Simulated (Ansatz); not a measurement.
A trace of molecular dynamics of a periodic cell of 27 atoms, Ta12HN12O2 (surface TaN(100), adsorbate OOH, incident energy 1.5 eV, 0° from the normal).

Level of theory: DFT PBEsol, scalar-relativistic, plane waves, PAW (Ansatz). Settings: accuracy low, cutoff 420 eV, k mesh 2x2x1, fermi-dirac smearing 0.02 eV, spin collinear.

- ensemble: NVE (velocity Verlet)
- starting velocities: zero, but for any typed in the input
- atoms held: 1, 6, 13, 18
- seed: 554557

| time (fs) | T (K) | potential energy less start (eV) | conserved less start (meV/atom) |
| --- | --- | --- | --- |
| 0 | 505 | 0.000 | 0.00 |
| 10.5 | 665 | -0.478 | -0.07 |
| 21 | 781 | -0.823 | -0.08 |
| 31.5 | 851 | -1.033 | -0.10 |
| 42 | 1046 | -1.612 | -0.11 |
| 52.5 | 1192 | -2.045 | -0.06 |
| 63 | 1359 | -2.542 | -0.06 |
| 73.5 | 1122 | -1.839 | -0.10 |
| 84 | 538 | -0.102 | -0.10 |
| 94.5 | 653 | -0.445 | -0.08 |
| 105 | 1280 | -2.308 | -0.06 |
| 115.5 | 1642 | -3.385 | -0.14 |
| 126 | 1839 | -3.972 | -0.13 |
| 136.5 | 1970 | -4.357 | -0.06 |
| 147 | 2096 | -4.735 | -0.11 |
| 157.5 | 1815 | -3.898 | -0.13 |
| 168 | 1541 | -3.085 | -0.18 |
| 178.5 | 1200 | -2.071 | -0.12 |
| 189 | 1218 | -2.124 | -0.11 |
| 199.5 | 1418 | -2.716 | -0.07 |
| 210 | 1832 | -3.950 | -0.18 |
| 220.5 | 1549 | -3.106 | -0.09 |
| 231 | 1915 | -4.198 | -0.17 |
| 241.5 | 1386 | -2.620 | -0.03 |
| 252 | 1637 | -3.372 | -0.15 |
| 262.5 | 1340 | -2.486 | -0.08 |

Problem. Is this trajectory sound?

Solution. The conserved energy stayed within 0.24 meV per atom of its start (net change -0.17 meV per atom), so the integration is sound. The run was cut off by its time limit. A run of 0.27 ps of so small a system gives no equilibrium averages. Limits of this set-up: coarse k mesh, slab without dipole correction, low accuracy level. The time step was 0.75 fs.

Time of the run: 78 min on 4 threads of Intel(R) Xeon(R) Platinum 8488C (Sapphire Rapids), on a shared host, peak memory 3.1 GiB.
